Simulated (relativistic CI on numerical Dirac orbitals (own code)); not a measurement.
# Ta⁴⁺ (5d) in crystal fields: levels and magnetism

How does a crystal field split the 5d shell of Ta⁴⁺, and what follows for the ground state and χT? 6 fields tried.

Program: relativistic CI on numerical Dirac orbitals (own code) version 1. Level of theory: Dirac-Coulomb-Breit CI, KLI orbitals optimised for each configuration, model QED (radiative potential, 1s self-energy scaled to tabulated hydrogen-like ionisation energies), valence Slater integrals scaled by 0.65, one configuration in a parametric crystal field. These are calculated values, not measurements, unless marked.

### 1 The system

* ion: Ta⁴⁺ (Ta V)
* nuclear charge: 73
* electrons: 69
* open shell: 5d
* Slater scale: 0.65
* field 1 (cm⁻¹): Oh, 10Dq = 8500
* field 2 (cm⁻¹): Oh, 10Dq = 15300
* field 3 (cm⁻¹): Oh, 10Dq = 22100
* field 4 (cm⁻¹): Oh, 10Dq = 28900
* field 5 (cm⁻¹): Oh, 10Dq = 35700
* field 6 (cm⁻¹): Oh, 10Dq = 42500

The outer shells:

[Xe] 4f14 5d1
```
[Xe] core
4f [↑↓][↑↓][↑↓][↑↓][↑↓][↑↓][↑↓]
5d [↑ ][  ][  ][  ][  ]
```

### 2 Field 1: Oh, 10Dq = 8500

Settings of the run:

```ini
atom Ta  Z=73  charge=4  electrons=69
nucleus A=181  rms_radius_fm=5.3507
hamiltonian dirac-coulomb  breit=on  qed=on  c_scale=1
orbitals kli  potential=per-configuration
slater_scale 0.65
correlation none
mixing on
configurations
  [Xe] 4f14 5d
end
crystal_field Oh 10Dq=8500
```

The program writes no log. Results of the run, from its result record (rounded, main fields):

```text
{
  "status": "converged",
  "cf_levels [E_cm, degeneracy, irrep, S_eff, L_eff, J_eff, g_principal]": [
    [0, 4, "G8", 0.5, 2, 1.694, "-"],
    [4339.1, 2, "G7", 0.5, 2, 2.5, [2.001, 2.001, 2.001]],
    [11276.2, 4, "G8", 0.5, 2, 2.361, "-"]
  ],
  "chiT [K, cm3 K/mol]": [[2, 0.111247], [5, 0.111544], [10, 0.112039], [20, 0.113029], [50, 0.116], [100, 0.12095], [200, 0.130852], [300, 0.140753]],
  "stabilisation [cm-1]": -1837.03,
  "radial 5d [Ha, bohr]": {"<r^-3>(5d)": 8.9312, "<r^1>(5d)": 1.7335, "<r^2>(5d)": 3.4355, "<r^4>(5d)": 18.839, "zeta(5d)": 0.010722},
  "n_levels_all": 3,
  "free-ion levels [i, E_cm, J2, term, w_term]": [
    [0, 0, 3, "2D", 1],
    [1, 5902.0958, 5, "2D", 1]
  ]
}
```

Run time: 0.15 s. Hardware: 1 thread, shared host.

### 3 Field 2: Oh, 10Dq = 15300

Changes to the settings of step 2:

```diff
@@ -10,2 +10,2 @@
 end
-crystal_field Oh 10Dq=8500
+crystal_field Oh 10Dq=15300
```

Main fields:

```text
{
  "status": "converged",
  "cf_levels [E_cm, degeneracy, irrep, S_eff, L_eff, J_eff, g_principal]": [
    [0, 4, "G8", 0.5, 2, 1.784, "-"],
    [4033.8, 2, "G7", 0.5, 2, 2.5, [2.001, 2.001, 2.001]],
    [17465.6, 4, "G8", 0.5, 2, 2.29, "-"]
  ],
  "chiT [K, cm3 K/mol]": [[2, 0.0495675], [5, 0.0499333], [10, 0.0505429], [20, 0.0517621], [50, 0.0554199], [100, 0.0615161], [200, 0.0737085], [300, 0.0859009]],
  "stabilisation [cm-1]": -4251.72,
  "n_levels_all": 3
}
```

It took 0.13 s on 1 thread, shared host.

### 4 Field 3: Oh, 10Dq = 22100

Changes to the settings of step 3:

```diff
@@ -10,2 +10,2 @@
 end
-crystal_field Oh 10Dq=15300
+crystal_field Oh 10Dq=22100
```

Main fields:

```text
{
  "status": "converged",
  "cf_levels [E_cm, degeneracy, irrep, S_eff, L_eff, J_eff, g_principal]": [
    [0, 4, "G8", 0.5, 2, 1.829, "-"],
    [3895, 2, "G7", 0.5, 2, 2.5, [2.001, 2.001, 2.001]],
    [23987.9, 4, "G8", 0.5, 2, 2.252, "-"]
  ],
  "chiT [K, cm3 K/mol]": [[2, 0.0271721], [5, 0.0275636], [10, 0.0282162], [20, 0.0295214], [50, 0.033437], [100, 0.0399629], [200, 0.0530148], [300, 0.0660667]],
  "stabilisation [cm-1]": -6832.9,
  "n_levels_all": 3
}
```

Wall time 0.13 s (1 thread, shared host).

### 5 Field 4: Oh, 10Dq = 28900

Changes to the settings of step 4:

```diff
@@ -10,2 +10,2 @@
 end
-crystal_field Oh 10Dq=22100
+crystal_field Oh 10Dq=28900
```

Main fields:

```text
{
  "status": "converged",
  "cf_levels [E_cm, degeneracy, irrep, S_eff, L_eff, J_eff, g_principal]": [
    [0, 4, "G8", 0.5, 2, 1.855, "-"],
    [3816.7, 2, "G7", 0.5, 2, 2.5, [2.001, 2.001, 2.001]],
    [30631.2, 4, "G8", 0.5, 2, 2.23, "-"]
  ],
  "chiT [K, cm3 K/mol]": [[2, 0.0170402], [5, 0.0174446], [10, 0.0181187], [20, 0.0194669], [50, 0.0235114], [100, 0.0302523], [200, 0.0437341], [300, 0.0572159]],
  "stabilisation [cm-1]": -9474.57,
  "n_levels_all": 3
}
```

It took 0.13 s on 1 thread, shared host.

### 6 Field 5: Oh, 10Dq = 35700

Changes to the settings of step 5:

```diff
@@ -10,2 +10,2 @@
 end
-crystal_field Oh 10Dq=28900
+crystal_field Oh 10Dq=35700
```

Main fields:

```text
{
  "status": "converged",
  "cf_levels [E_cm, degeneracy, irrep, S_eff, L_eff, J_eff, g_principal]": [
    [0, 4, "G8", 0.5, 2, 1.872, "-"],
    [3766.6, 2, "G7", 0.5, 2, 2.5, [2.001, 2.001, 2.001]],
    [37331, 4, "G8", 0.5, 2, 2.215, "-"]
  ],
  "chiT [K, cm3 K/mol]": [[2, 0.01168], [5, 0.0120922], [10, 0.012779], [20, 0.0141528], [50, 0.018274], [100, 0.0251428], [200, 0.0388802], [300, 0.0526177]],
  "stabilisation [cm-1]": -12144.5,
  "n_levels_all": 3
}
```

It took 0.13 s on 1 thread, shared host.

### 7 Field 6: Oh, 10Dq = 42500

Changes to the settings of step 6:

```diff
@@ -10,2 +10,2 @@
 end
-crystal_field Oh 10Dq=35700
+crystal_field Oh 10Dq=42500
```

Main fields:

```text
{
  "status": "converged",
  "cf_levels [E_cm, degeneracy, irrep, S_eff, L_eff, J_eff, g_principal]": [
    [0, 4, "G8", 0.5, 2, 1.884, "-"],
    [3731.8, 2, "G7", 0.5, 2, 2.5, [2.001, 2.001, 2.001]],
    [44061.6, 4, "G8", 0.5, 2, 2.205, "-"]
  ],
  "chiT [K, cm3 K/mol]": [[2, 0.00852115], [5, 0.00893835], [10, 0.00963369], [20, 0.0110244], [50, 0.0151964], [100, 0.0221498], [200, 0.0360566], [300, 0.0499633]],
  "stabilisation [cm-1]": -14829.7,
  "n_levels_all": 3
}
```

It took 0.13 s on 1 thread, shared host.

### 8 The fields side by side

| field | ground state | degeneracy | S | J | first gap (cm⁻¹) | stabilisation (cm⁻¹) | χT at 2 K | χT at 300 K |
| --- | --- | --- | --- | --- | --- | --- | --- | --- |
| 1: Oh | G8 | 4 | 0.50 | 1.69 | 4339 | -1837 | 0.111 | 0.141 |
| 2: Oh | G8 | 4 | 0.50 | 1.78 | 4034 | -4252 | 0.050 | 0.086 |
| 3: Oh | G8 | 4 | 0.50 | 1.83 | 3895 | -6833 | 0.027 | 0.066 |
| 4: Oh | G8 | 4 | 0.50 | 1.86 | 3817 | -9475 | 0.017 | 0.057 |
| 5: Oh | G8 | 4 | 0.50 | 1.87 | 3767 | -12144 | 0.012 | 0.053 |
| 6: Oh | G8 | 4 | 0.50 | 1.88 | 3732 | -14830 | 0.009 | 0.050 |

χT is in cm³ K/mol; stabilisation counts from the free ion's lowest level; S and J come from the expectation values of their squares.

### 9 Outcome

| quantity | value |
| --- | --- |
| ground spin (effective S from ⟨S²⟩) | 1: 0.50, 2: 0.50, 3: 0.50, 4: 0.50, 5: 0.50, 6: 0.50 |
| χT at 300 K | 0.05 to 0.14 cm³ K/mol |

All fields leave the ground state at S = 1/2. The field is a set of parameters, without covalency or charge transfer.
